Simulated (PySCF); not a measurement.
# The bond of TaB, level by level

What are the lowest state that PBE0 finds, the bond length, vibrational wavenumber and bond energy of TaB, and how much do these hang on the method?

Computed with PySCF 2.14.0. Level: Ta def2-TZVPP with ECP60, B def2-TZVPP, scalar-relativistic core potentials.

### Step 1. The job

A driver script around PySCF takes these settings:

```yaml
atoms: Ta, B
charge: 0
basis: Ta def2-TZVPP with ECP60, B def2-TZVPP
Hamiltonian: scalar-relativistic core potentials
basis_functions: 87
electrons_treated: 18
masses_in_u: 180.9480, 11.0093
levels: PBE0, PBE, r²SCAN, M06-2X, LDA, r²SCAN0, revPBE, CAM-B3LYP, HF, MP2, SCS-MP2, CCSD, CCSD(T)
grid: 80 radial by 434 angular points
occupations: held fixed by the projection of orbital angular momentum
dissociation_limit: Ta + B, each in its ground configuration
starting_distance_in_angstrom: 2.175
values_of_2S_to_try: 0, 2, 4, 6
```

Launch:

```sh
$ OMP_NUM_THREADS=1 python dia.py task.json out
```

After this run come: The PBE0 curve of the state that the search chose; Excited determinants; PBE (GGA); r²SCAN (meta-GGA); M06-2X; LDA (local density); r²SCAN0; revPBE (GGA); CAM-B3LYP; UHF (mean field); Adding correlation.

Before running it: what results should come out? Wanted: for each run, Re; ωe; De; μ.

The runs gave:

Lowest PBE0 solution found, without spin–orbit coupling: ⁷Σ⁺ (septet), unpaired electrons σ ↑↑, π ↑↑, δ ↑↑. State 2 has its PBE0 minimum 0.16 eV higher. State 3 has its PBE0 minimum 0.19 eV higher. State 4 has its PBE0 minimum 0.26 eV higher, as a spin-mixed determinant (⟨S²⟩ = 2.73), so this is no gap between pure states. The other levels ran on the lowest alone.

```
      level  Re (Å)  ωe (cm⁻¹)  De (eV)  μ (D)
        UHF   2.087        699     1.73  -4.71
    UHF-MP2   2.067        705     2.88    n/a
UHF-SCS-MP2   2.054        739     1.86    n/a
   UHF-CCSD   2.088        675     2.33    n/a
UHF-CCSD(T)   2.096        665     2.50    n/a
        LDA   2.083        666     3.96  -2.50
        PBE   2.106        642     3.48  -2.66
     revPBE   2.115        632     3.33  -2.70
     r²SCAN   2.101        654     3.48  -3.05
       PBE0   2.086        672     3.16  -3.12
    r²SCAN0   2.084        678     3.11  -3.36
     M06-2X   2.060        702     2.49  -3.11
  CAM-B3LYP   2.077        688     2.23  -3.41
```

De is counted to Ta + B in their ground configurations. A positive dipole means Ta(−)B(+).

The methods spread over 0.061 Å in bond length, from UHF-SCS-MP2 to revPBE. Of the levels with a De here, UHF gives the least (1.73 eV) and LDA the most (3.96 eV).

Correlated steps freeze 1 core orbital. These are scalar-relativistic numbers at best; spin–orbit coupling would shift them, the dissociation energy most. With d or f electrons several states lie close, and the lowest PBE0 determinant need not be the measured ground state. T1 is 0.031 near the minimum (highest on the curve 0.055), which may point to more than one leading configuration. With spin–orbit coupling the term label itself may not hold.
